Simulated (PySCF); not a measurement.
# Si6H12: NMR shifts at several levels of theory, part 2 of 2

PySCF 2.14.0. Atoms count from 0. The steps go on from the part before.

### Step 6. NMR shieldings: B3LYP/pcSseg-1

What the job is given:

```
{"job": {"kind": "nmr", "xc": "B3LYP", "basis": "pcSseg-1", "pop": false}, "charge": 0, "multiplicity": 1}
Si    -1.332144     1.297235    -1.252985
Si     0.737848     2.064641    -0.456612
Si     2.203914     0.238876    -0.290556
Si     1.326938    -1.293850     1.255314
Si    -0.737393    -2.064574     0.447329
Si    -2.205370    -0.239506     0.291026
H     -1.118834     0.599929    -2.561510
H     -2.278447     2.437375    -1.468955
H      1.300965     3.120457    -1.356781
H      0.544534     2.655143     0.906493
H      2.304969    -0.427666    -1.628219
H      3.571340     0.689487     0.121069
H      2.274411    -2.431580     1.478612
H      1.104799    -0.593877     2.560882
H     -1.300794    -3.127908     1.338412
H     -0.537615    -2.645065    -0.919098
H     -2.302770     0.421237     1.631815
H     -3.573881    -0.687716    -0.119546
```

With the program's defaults for keys left out, this is: GIAO B3LYP/pcSseg-1 NMR shielding, non-relativistic, gas phase.

Output:

```text
coarse grid: 17184 points
cycle   1  E = -1744.2250631895  dE = -2.179e-01  |g| = 1.812e-01  |ddm| = 3.808e+00
cycle   2  E = -1744.2305113976  dE = -5.448e-03  |g| = 1.137e-01  |ddm| = 3.725e-01
cycle   3  E = -1744.2336207653  dE = -3.109e-03  |g| = 3.998e-02  |ddm| = 2.224e-01
cycle   4  E = -1744.2342531083  dE = -6.323e-04  |g| = 5.890e-03  |ddm| = 8.326e-02
cycle   5  E = -1744.2342665721  dE = -1.346e-05  |g| = 5.184e-04  |ddm| = 1.148e-02
cycle   6  E = -1744.2342666697  dE = -9.761e-08  |g| = 9.512e-05  |ddm| = 1.397e-03
final grid: 136024 points
cycle   7  E = -1744.2564077932  dE = -5.076e-06  |g| = 2.255e-03  |ddm| = 1.857e-02
cycle   8  E = -1744.2564075226  dE =  2.705e-07  |g| = 2.159e-03  |ddm| = 5.911e-03
cycle   9  E = -1744.2564089239  dE = -1.401e-06  |g| = 2.957e-04  |ddm| = 3.556e-03
cycle  10  E = -1744.2564089573  dE = -3.339e-08  |g| = 1.191e-05  |ddm| = 5.940e-04
cycle  11  E = -1744.2564089573  dE = -4.775e-11  |g| = 8.478e-06  |ddm| = 4.248e-05
converged SCF energy = -1744.2564089573

GIAO shielding tensors (ppm)
atom      isotropic    diamagn.    paramagn.     s11        s22        s33       span
  0 Si     442.532     881.088    -438.556    436.773    444.568    446.255      9.482
  1 Si     442.506     881.084    -438.579    436.790    444.319    446.408      9.619
  2 Si     442.522     881.086    -438.563    437.043    444.179    446.346      9.304
  3 Si     442.566     881.097    -438.531    436.768    444.789    446.142      9.375
  4 Si     442.546     881.095    -438.549    436.742    444.595    446.302      9.561
  5 Si     442.540     881.088    -438.548    437.040    444.271    446.310      9.269
  6 H       27.994      30.246      -2.252     25.208     25.817     32.957      7.749
  7 H       27.625      29.020      -1.395     23.688     25.065     34.122     10.434
  8 H       27.625      29.019      -1.394     23.686     25.070     34.119     10.433
  9 H       27.994      30.242      -2.248     25.212     25.809     32.962      7.750
 10 H       27.997      30.246      -2.249     25.215     25.813     32.964      7.749
 11 H       27.624      29.022      -1.398     23.683     25.072     34.119     10.436
 12 H       27.626      29.028      -1.403     23.692     25.059     34.126     10.434
 13 H       27.997      30.258      -2.261     25.203     25.836     32.952      7.750
 14 H       27.626      29.028      -1.402     23.690     25.062     34.125     10.435
 15 H       27.998      30.258      -2.261     25.206     25.835     32.952      7.747
 16 H       27.998      30.248      -2.250     25.213     25.819     32.962      7.750
 17 H       27.625      29.023      -1.398     23.684     25.070     34.120     10.436
```

Wall time 25 s (1 thread of Arm Neoverse V2, shared host); peak memory 0.95 GiB.

This run: δ Si0 -104.7, H6 3.57 ppm (means over like atoms).

### Step 7. Nuclear shieldings: PBE0/pcSseg-1

Same as in step 6 but for these lines:

```diff
@@ -1,2 +1,2 @@
-{"job": {"kind": "nmr", "xc": "B3LYP", "basis": "pcSseg-1", "pop": false}, "charge": 0, "multiplicity": 1}
+{"job": {"kind": "nmr", "xc": "PBE0", "basis": "pcSseg-1", "pop": false}, "charge": 0, "multiplicity": 1}
 Si    -1.332144     1.297235    -1.252985
```

With the program's defaults for keys left out, this is: GIAO PBE0/pcSseg-1 NMR shielding, non-relativistic, gas phase.

Output:

```text
coarse grid: 17184 points
cycle   1  E = -1743.3495342732  dE = -2.118e-01  |g| = 1.684e-01  |ddm| = 3.815e+00
cycle   2  E = -1743.3543302278  dE = -4.796e-03  |g| = 9.183e-02  |ddm| = 3.117e-01
cycle   3  E = -1743.3559593029  dE = -1.629e-03  |g| = 3.117e-02  |ddm| = 1.647e-01
cycle   4  E = -1743.3563290270  dE = -3.697e-04  |g| = 6.405e-03  |ddm| = 6.702e-02
cycle   5  E = -1743.3563449783  dE = -1.595e-05  |g| = 4.139e-04  |ddm| = 1.236e-02
cycle   6  E = -1743.3563450455  dE = -6.717e-08  |g| = 8.730e-05  |ddm| = 1.328e-03
final grid: 136024 points
cycle   7  E = -1743.3870687930  dE = -1.279e-05  |g| = 2.581e-03  |ddm| = 1.868e-02
cycle   8  E = -1743.3870688177  dE = -2.466e-08  |g| = 1.662e-03  |ddm| = 4.247e-03
cycle   9  E = -1743.3870694430  dE = -6.253e-07  |g| = 4.310e-04  |ddm| = 2.913e-03
cycle  10  E = -1743.3870695180  dE = -7.496e-08  |g| = 2.248e-05  |ddm| = 7.962e-04
cycle  11  E = -1743.3870695181  dE = -1.128e-10  |g| = 8.552e-06  |ddm| = 5.787e-05
converged SCF energy = -1743.3870695181

GIAO shielding tensors (ppm)
atom      isotropic    diamagn.    paramagn.     s11        s22        s33       span
  0 Si     461.557     880.650    -419.093    456.276    462.716    465.681      9.405
  1 Si     461.537     880.646    -419.108    456.301    462.867    465.444      9.143
  2 Si     461.554     880.646    -419.092    456.553    462.813    465.295      8.742
  3 Si     461.590     880.660    -419.070    456.210    462.599    465.961      9.751
  4 Si     461.578     880.657    -419.079    456.179    462.771    465.785      9.607
  5 Si     461.571     880.649    -419.079    456.528    462.777    465.407      8.878
  6 H       27.783      29.595      -1.813     24.891     25.466     32.991      8.099
  7 H       27.437      28.885      -1.448     23.327     24.751     34.233     10.906
  8 H       27.437      28.883      -1.446     23.324     24.756     34.230     10.906
  9 H       27.783      29.591      -1.809     24.895     25.457     32.995      8.100
 10 H       27.786      29.594      -1.808     24.898     25.462     32.998      8.100
 11 H       27.436      28.885      -1.449     23.321     24.758     34.229     10.909
 12 H       27.437      28.894      -1.457     23.331     24.745     34.236     10.906
 13 H       27.786      29.605      -1.819     24.886     25.485     32.986      8.100
 14 H       27.437      28.893      -1.456     23.328     24.749     34.235     10.907
 15 H       27.787      29.605      -1.818     24.890     25.484     32.986      8.096
 16 H       27.787      29.596      -1.809     24.897     25.468     32.996      8.100
 17 H       27.436      28.887      -1.451     23.322     24.756     34.231     10.908
```

It took 25 s on 1 thread of Arm Neoverse V2, shared host; peak memory 0.95 GiB.

This run: δ Si0 -109.6, H6 3.66 ppm (means over like atoms).

### Step 8. Nuclear shieldings: mPW1PW91/pcSseg-1

Same as in step 7 but for these lines:

```diff
@@ -1,2 +1,2 @@
-{"job": {"kind": "nmr", "xc": "PBE0", "basis": "pcSseg-1", "pop": false}, "charge": 0, "multiplicity": 1}
+{"job": {"kind": "nmr", "xc": "mPW1PW91", "basis": "pcSseg-1", "pop": false}, "charge": 0, "multiplicity": 1}
 Si    -1.332144     1.297235    -1.252985
```

With the program's defaults for keys left out, this is: GIAO mPW1PW91/pcSseg-1 NMR shielding, non-relativistic, gas phase.

Output:

```text
coarse grid: 17184 points
cycle   1  E = -1744.1650143894  dE = -2.154e-01  |g| = 1.606e-01  |ddm| = 3.810e+00
cycle   2  E = -1744.1699518542  dE = -4.937e-03  |g| = 9.013e-02  |ddm| = 3.334e-01
cycle   3  E = -1744.1716968735  dE = -1.745e-03  |g| = 3.150e-02  |ddm| = 1.696e-01
cycle   4  E = -1744.1720742453  dE = -3.774e-04  |g| = 6.255e-03  |ddm| = 6.720e-02
cycle   5  E = -1744.1720890890  dE = -1.484e-05  |g| = 3.951e-04  |ddm| = 1.199e-02
cycle   6  E = -1744.1720891489  dE = -5.997e-08  |g| = 8.495e-05  |ddm| = 1.318e-03
final grid: 136024 points
cycle   7  E = -1744.1978004042  dE = -1.193e-05  |g| = 1.010e-03  |ddm| = 2.013e-02
cycle   8  E = -1744.1978005397  dE = -1.355e-07  |g| = 3.637e-04  |ddm| = 2.174e-03
cycle   9  E = -1744.1978005724  dE = -3.267e-08  |g| = 1.586e-04  |ddm| = 9.147e-04
cycle  10  E = -1744.1978005815  dE = -9.119e-09  |g| = 2.119e-05  |ddm| = 2.901e-04
cycle  11  E = -1744.1978005817  dE = -1.592e-10  |g| = 7.591e-06  |ddm| = 4.784e-05
converged SCF energy = -1744.1978005817

GIAO shielding tensors (ppm)
atom      isotropic    diamagn.    paramagn.     s11        s22        s33       span
  0 Si     458.565     880.822    -422.257    453.265    459.913    462.517      9.253
  1 Si     458.547     880.817    -422.271    453.291    460.062    462.287      8.996
  2 Si     458.561     880.818    -422.257    453.540    460.010    462.134      8.595
  3 Si     458.599     880.831    -422.232    453.201    459.800    462.796      9.595
  4 Si     458.590     880.829    -422.239    453.172    459.971    462.626      9.454
  5 Si     458.578     880.821    -422.243    453.516    459.974    462.244      8.728
  6 H       27.865      29.726      -1.861     24.983     25.566     33.048      8.064
  7 H       27.523      28.954      -1.431     23.445     24.849     34.277     10.833
  8 H       27.523      28.953      -1.429     23.443     24.853     34.275     10.832
  9 H       27.865      29.722      -1.856     24.987     25.557     33.052      8.066
 10 H       27.869      29.725      -1.856     24.990     25.562     33.055      8.065
 11 H       27.523      28.955      -1.433     23.439     24.856     34.274     10.835
 12 H       27.524      28.964      -1.440     23.448     24.843     34.280     10.832
 13 H       27.868      29.736      -1.867     24.978     25.584     33.043      8.065
 14 H       27.524      28.963      -1.439     23.446     24.846     34.280     10.833
 15 H       27.869      29.736      -1.867     24.981     25.584     33.043      8.062
 16 H       27.870      29.727      -1.857     24.988     25.568     33.053      8.065
 17 H       27.523      28.957      -1.434     23.440     24.854     34.275     10.835
```

Run time: 25 s. Hardware: 1 thread of Arm Neoverse V2, shared host; peak memory 0.95 GiB.

This run: δ Si0 -107.7, H6 3.62 ppm (means over like atoms).

### Step 9. Run by run: NMR shifts

Shifts (ppm), means over like atoms, with basis size and wall time:

| run | H6 | Si0 | functions | time |
| --- | --- | --- | --- | --- |
| KT2/pcSseg-1 | 3.77 | -109.0 | 204 | 32 s |
| KT3/pcSseg-1 | 3.59 | -102.2 | 204 | 32 s |
| B97-D/pcSseg-1 | 3.62 | -102.0 | 204 | 31 s |
| B3LYP/pcSseg-1 | 3.57 | -104.7 | 204 | 25 s |
| PBE0/pcSseg-1 | 3.66 | -109.6 | 204 | 25 s |
| mPW1PW91/pcSseg-1 | 3.62 | -107.7 | 204 | 25 s |

### Step 10. Results

This closing draws on all 2 parts.

| quantity | value |
| --- | --- |
| point group | D3d |
| rotational constants (main isotopes) | 0.99, 0.99, 0.55 GHz |
| ¹H shifts against TMS (KT2/pcSseg-1, means over atoms taken as alike) | 3.77 ppm |
| ²⁹Si shifts against TMS (KT2/pcSseg-1, means over atoms taken as alike) | -109.0 ppm |
| range of the shift of Si0 | -109.6 to -102.0 ppm |

In words: Single values in the summary come from the first run of each kind that ended normally (KT2/pcSseg-1), which need not be the best level. Relaxing lowered the energy by 0.239 eV in 8 steps; the close pair that moved most is Si3–H12, from 1.469 to 1.497 Å. No frequency check was run at this level, so the end point may be a saddle. In ppm, Si0 (with its like atoms) moves most: its shift spreads over 7.5 ppm, from -109.6 (PBE0/pcSseg-1) to -102.0 (B97-D/pcSseg-1).
